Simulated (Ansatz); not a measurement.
# Al: the cost of one run

Program: Ansatz 0.2.0. Level of theory: DFT r2SCAN, scalar-relativistic, plane waves, PAW. These are calculated values, not measurements.

## 1. The starting structure

The structure is cubic, space group Im-3m (No. 229). The conventional cell has a = 3.182 Å, b = 3.182 Å, c = 3.182 Å, α = 90.00°, β = 90.00°, γ = 90.00°. Al (site symmetry m-3m) is surrounded by 8 Al at 2.76 Å.

Structure file:

```
CELL_PARAMETERS angstrom
-1.59122 1.59122 1.59122
1.59122 -1.59122 1.59122
1.59122 1.59122 -1.59122
ATOMIC_POSITIONS crystal
Al 0.00000 0.00000 0.00000
```

It goes back to an entry of the Materials Project, which need not be the stable form.

The cell is taken as given, not relaxed at this level.

## 2. Zero of energy

Reference values: F = -540.2994 eV; pressure 0.49 GPa; largest force 0.000 eV/Å; gap on the mesh none (metal). It was computed beforehand with the settings of the runs below.

## 3. The scan: a trigonal deformation path

At fixed volume and fractional coordinates, lengths along (0.577, 0.577, 0.577) are scaled against those across it; ρ is that ratio over its starting value.

## 4. Point ρ = 0.500

input.yaml

```yaml
crystal:
  lattice:
    - [-2.3389449096, 1.6706749354, 1.6706749354]
    - [1.6706749354, -2.3389449096, 1.6706749354]
    - [1.6706749354, 1.6706749354, -2.3389449096]
  atoms:
    - { symbol: Al, position: [0.0, 0.0, 0.0] }
basis:
  ecutwfc: 500
kpoints:
  mp_grid: { grid: [24, 24, 24] }
hamiltonian:
  xc: r2scan
scf:
  occupations: { method: gaussian, width: 0.15 }
output:
  forces: true
  stress: true
  eigenvalues: true
```

Started as:

```sh
> ansatz run input.yaml --threads 1 --pin off --max-ram 2560MiB --backend cpu --events-out ev --progress --plain --runs-dir out
```

Q: Estimate wall time and peak memory on 1 thread of Intel Xeon at 2.50GHz (Skylake/Cascade Lake), shared host.

About 58 s, with a peak of 0.56 GiB.
